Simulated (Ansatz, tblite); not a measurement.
# GeICl3: rung by rung

One table from this session's results is given with a row withheld; the runs are named, their logs left out.

Program: Ansatz 0.2.0, Gaussian basis. Level of theory: as each input shows. These are calculated values, not measurements.

Plan: GFN1-xTB, GFN2-xTB, PBE-D4/def2-TZVP, r2SCAN-D4/def2-TZVP, HF/def2-TZVP, r2SCANh-D4/def2-TZVP, ωB97X-V/def2-TZVP, PBE+10HF/def2-SVP, PBE+15HF/def2-SVP, PBE+40HF/def2-SVP, PBE-D4/def2-SVP, PBE0-D4/def2-SVP, CCSD(T)/def2-SVP, MP2/def2-TZVP, RPA/def2-TZVP.

3 further runs of the same task are left out: 3 set aside as unsound or not needed.

## The relaxed structure

The singlet was relaxed beforehand with PBE0-D4/def2-SVP.

5 atoms, charge 0, spin multiplicity 1.

Bond lengths: Ge1–I2 2.482 Å, Ge1–Cl3 2.134 Å, Ge1–Cl4 2.134 Å, Ge1–Cl5 2.134 Å. Angles: I2–Ge1–Cl3 110.5°, I2–Ge1–Cl4 110.5°, I2–Ge1–Cl5 110.5°, Cl3–Ge1–Cl4 108.4°, Cl3–Ge1–Cl5 108.4°, Cl4–Ge1–Cl5 108.4°.

I takes a core potential in the def2 sets. No spin-orbit coupling is included.

PBE0-D4/def2-TZVP was run before; its log isn't repeated, and its numbers join the tables.

Set-up of the first run:

Tight binding, by tblite at 300 K electronic temperature and without a spin-polarisation term:

```python
tblite.interface.Calculator('GFN1-xTB', numbers, positions, charge=0, uhf=0).singlepoint()
```

Tight binding, by tblite at 300 K electronic temperature and without a spin-polarisation term:

```python
tblite.interface.Calculator('GFN2-xTB', numbers, positions, charge=0, uhf=0).singlepoint()
```

start.molden holds the orbitals of an earlier run on this state, given as this run's starting guess.

File in.yaml:

```yaml
crystal:
  periodic: [false, false, false]
  atoms:
    - {symbol: Ge, position_ang: [-0.000291, 0.000359, -0.047779]}
    - {symbol: I, position_ang: [0.012420, -0.018941, 2.433998]}
    - {symbol: Cl, position_ang: [1.994718, 0.010824, -0.805447]}
    - {symbol: Cl, position_ang: [-1.007352, 1.734841, -0.776873]}
    - {symbol: Cl, position_ang: [-0.999495, -1.727084, -0.803888]}
basis:
  gaussian: {orbitals: def2-TZVP, initial_orbitals: start.molden}
hamiltonian: {xc: pbe, dispersion: d4}
scf: {omitted_lower_state_checks: [starts]}
output: {orbitals: {seedname: orbitals}}
```

Started as:

```console
> ansatz run in.yaml --threads 2 --pin off --events-out ev --progress --plain --max-ram 32768MiB --backend cpu
```

Among the steps run: PBE-D4/def2-TZVP; r2SCAN-D4/def2-TZVP; HF/def2-TZVP; r2SCANh-D4/def2-TZVP; ωB97X-V/def2-TZVP; PBE+10HF/def2-SVP; PBE+15HF/def2-SVP; PBE+40HF/def2-SVP; PBE-D4/def2-SVP; PBE0-D4/def2-SVP; CCSD(T)/def2-SVP; MP2/def2-TZVP; RPA/def2-TZVP.

One table of the session follows, with a row left open; its other results are not shown here.

It belongs to the step «Binding energy». 

| method | binding an atom (eV) |
| --- | --- |
| HF/def2-SVP | 1.784 |
| HF/def2-TZVP | 1.834 |
| PBE-D4/def2-SVP | 2.772 |
| PBE-D4/def2-TZVP | 2.779 |
| r2SCAN-D4/def2-TZVP | 2.746 |
| r2SCANh-D4/def2-TZVP | 2.716 |
| PBE0-D4/def2-SVP | 2.696 |
| PBE0-D4/def2-TZVP | 2.723 |
| ωB97X-V/def2-TZVP | 2.713 |
| RPA/def2-TZVP | ? |
| MP2/def2-SVP | 2.523 |
| MP2/def2-TZVP | 2.780 |
| CCSD/def2-SVP | 2.329 |
| CCSD(T)/def2-SVP | 2.389 |

Q: Estimate the row for RPA/def2-TZVP from the others.

**Answer.** binding an atom (eV): 2.315. In the column «binding an atom (eV)» it lies between HF/def2-TZVP (1.834) and CCSD/def2-SVP (2.329).

Caveats from the session: Free atoms were run apart at each level; binding is atoms less cluster, divided by the number of atoms, without zero-point or spin-orbit terms.
